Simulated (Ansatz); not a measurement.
# C4H4Se (selenophene) at HF/def2-SVP

Aim: the electronic atomisation energy of C4H4Se (selenophene) at HF/def2-SVP, from 4 runs. 

The results are computed with Ansatz 0.2.0.

38 further runs of the same task are left out: 38 set aside as unsound or not needed.

## (1) The structure to begin with

C4H4Se has 9 atoms, charge 0, and is taken as a singlet. As SMILES, `c1cc[se]c1`. Geometry: relaxed at PBE0-D4/def2-TZVP.

Bond lengths: C1–C2 1.423 Å, C2–C3 1.357 Å, C3–Se4 1.851 Å, C1–C5 1.357 Å, Se4–C5 1.851 Å, C1–H6 1.083 Å, C2–H7 1.083 Å, C3–H8 1.079 Å, C5–H9 1.079 Å. Some angles: C1–C2–C3 114.8°, C2–C1–C5 114.8°, C2–C3–Se4 111.4°, C3–Se4–C5 87.5°, C1–C5–Se4 111.4°, C1–C2–H7 122.8°, C3–C2–H7 122.4°, C2–C1–H6 122.8°, C5–C1–H6 122.4°, C2–C3–H8 127.7°.

## (2) A single-point energy at HF/def2-SVP

The input, job.yaml:

```yaml
crystal:
  periodic: [false, false, false]
  atoms:
    - symbol: C
      position_ang: [0.161870, 0.966320, 0.120230]
    - symbol: C
      position_ang: [0.964250, -0.189170, -0.094240]
    - symbol: C
      position_ang: [0.270910, -1.350970, -0.203380]
    - symbol: Se
      position_ang: [-1.550740, -1.070180, -0.035800]
    - symbol: C
      position_ang: [-1.173010, 0.728430, 0.182560]
    - symbol: H
      position_ang: [0.580520, 1.959720, 0.225910]
    - symbol: H
      position_ang: [2.044320, -0.148290, -0.165330]
    - symbol: H
      position_ang: [0.666130, -2.341940, -0.366510]
    - symbol: H
      position_ang: [-1.964260, 1.446100, 0.336540]
basis:
  gaussian:
    orbitals: def2-SVP
magnetization:
  spin_polarized: false
  initial_magnetization: 0
hamiltonian:
  xc: hf
accuracy: high
output: {orbitals: {seedname: orbitals}}
```

On the command line:

```sh
$ ansatz run job.yaml --threads 1 --pin off --max-ram 3480MiB --events-out events.jsonl --progress --plain --runs-dir runs
```

What it wrote:

```text
Warning: RAYON_NUM_THREADS=1 ignored (pool sized by the plan → 1); use --threads N
Functional definition: HF
  name "HF"
  exchange = exact_x
  correlation = 0
2449 factors; integrals over basis functions are off by at most 4.7e-9 eV
mean field evaluation 1: about -69473.1786 eV, gradient 2.9e1 eV
mean field evaluation 2: about -69473.3003 eV, gradient 2.9e1 eV
mean field evaluation 4: about -69476.0327 eV, gradient 4.3e0 eV
mean field evaluation 8: about -69476.1090 eV, gradient 1.8e-1 eV
mean field -69476.10947767 eV, -2553.1999307059 hartree, gradient 3.7e-8 eV, S^2 0.000000; 0 other end points of the search recorded, 0 dependent functions left out
reference -69476.10947767 eV, -2553.1999307059 hartree; 31, 31 occupied and 77, 77 virtual orbitals, 2449 factors
Total energy: -69476.10947767 eV, -2553.1999307059 hartree
```

Wall time 4.5 s (1 thread of Arm Neoverse V2, shared host); peak memory 0.38 GiB.

## (3) The C atom, same level

The input, input.yaml:

```yaml
basis:
  gaussian:
    orbitals: def2-SVP
crystal:
  periodic: [false, false, false]
  atoms:
    - {symbol: C, position_ang: [0.000000, 0.000000, 0.000000]}
magnetization:
  spin_polarized: true
  initial_magnetization: 2
hamiltonian:
  xc: hf
accuracy: high
```

Run the same way, it converges to -37.64523 Eh (log not shown).

## (4) The H atom at the same level

The input, input.yaml:

```yaml
basis:
  gaussian: {orbitals: def2-SVP}
crystal:
  periodic: [false, false, false]
  atoms:
    - {symbol: H, position_ang: [0.000000, 0.000000, 0.000000]}
hamiltonian: {xc: hf}
accuracy: high
magnetization: {spin_polarized: true, initial_magnetization: 1}
```

Run the same way, it converges to -0.49928 Eh (log not shown).

## (5) The Se atom at the same level

The input, molecule.yaml:

```yaml
crystal:
  periodic: [false, false, false]
  atoms:
    - {symbol: Se, position_ang: [0.000000, 0.000000, 0.000000]}
basis:
  gaussian:
    orbitals: def2-SVP
magnetization:
  spin_polarized: true
  initial_magnetization: 2
hamiltonian:
  xc: hf
accuracy: high
```

Run the same way, it converges to -2399.52973 Eh (log not shown).

## (6) What came out

At HF/def2-SVP:

| quantity | value |
| --- | --- |
| molecule: total energy | -2553.19993 Eh |
| molecule: HOMO energy | -8.98 eV |
| molecule: LUMO energy | 3.11 eV |
| molecule: HOMO–LUMO gap | 12.09 eV |
| C atom: total energy | -37.64523 Eh |
| C atom: ⟨S²⟩ | 2.007 |
| H atom: total energy | -0.49928 Eh |
| H atom: ⟨S²⟩ | 0.750 |
| Se atom: total energy | -2399.52973 Eh |
| Se atom: ⟨S²⟩ | 2.007 |
| electronic atomisation energy | 29.719 eV |

Taking the molecule apart into free atoms costs 29.72 eV (685 kcal/mol), before zero-point energy and without spin-orbit coupling. Hartree–Fock lacks the correlation of the bonding pairs, which as a rule makes this value much too low; in minimal bases other errors can mask that.
